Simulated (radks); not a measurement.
**Polarisabilities and dispersion coefficients of In³⁺, Co⁺, Fe³⁺ and others**

An exercise on one series of results from a longer session: the logs are not shown, and one member is left open.

Program: radks (a radial shooting solver on a logarithmic mesh, Libxc functionals) version 1. Level of theory: non-relativistic Kohn-Sham, LDA (Slater exchange, VWN5 correlation), spin-polarised, spherical densities, point nucleus; open shells are filled with parallel spins first. These are calculated values, not measurements, unless marked.

### The system

- species: In³⁺ ([Kr] 4d10), Co⁺ ([Ar] 3d8), Fe³⁺ ([Ar] 3d5), Sc²⁺ ([Ar] 3d1), Cr³⁺ ([Ar] 3d3), Ti⁺ ([Ar] 3d2 4s1), S³⁺ ([Ne] 3s2 3p1), Fe ([Ar] 3d6 4s2)

Set-up of the first run:

Input:

```text
Z 49
configuration [Kr] 4d10
relativity non-relativistic
functional lda,vwn5
spin polarised
nucleus point
response adiabatic LDA kernel
```

Among the steps run: In³⁺, [Kr] 4d10; Co⁺, [Ar] 3d8; Fe³⁺, [Ar] 3d5; Sc²⁺, [Ar] 3d1; Cr³⁺, [Ar] 3d3; Ti⁺, [Ar] 3d2 4s1; S³⁺, [Ne] 3s2 3p1; Fe, [Ar] 3d6 4s2.

One table of the session follows, with a row left open; its other results are not shown here.

| species | −ε(HOMO) (eV) | α (bohr³) | α uncoupled (bohr³) | C6 (hartree bohr⁶) |
| --- | --- | --- | --- | --- |
| In³⁺ | 48.718 | 3.369 | 5.007 | 14.73 |
| Co⁺ | 11.696 | 10.21 | 13.60 | 36.38 |
| Fe³⁺ | 45.649 | 1.907 | 2.360 | 4.689 |
| Sc²⁺ | 18.619 | 4.942 | 6.483 | 14.67 |
| Cr³⁺ | ? | ? | ? | ? |
| Ti⁺ | 11.040 | 43.68 | 60.28 | 269.2 |
| S³⁺ | 41.037 | 5.276 | 8.980 | 13.88 |
| Fe | 4.969 | 58.53 | 107.1 | 515.0 |

Estimate the missing values for Cr³⁺.

As computed: −ε(HOMO) (eV): 40.847; α (bohr³): 2.178; α uncoupled (bohr³): 2.822; C6 (hartree bohr⁶): 5.533. In the column «−ε(HOMO) (eV)» it lies between Sc²⁺ (18.619) and S³⁺ (41.037).

In words: Uncoupled leaves out the potential induced by the response; C8 is given only where no p, d or f shell is open. For heavy and open-shell atoms this level can miss by tens of per cent.
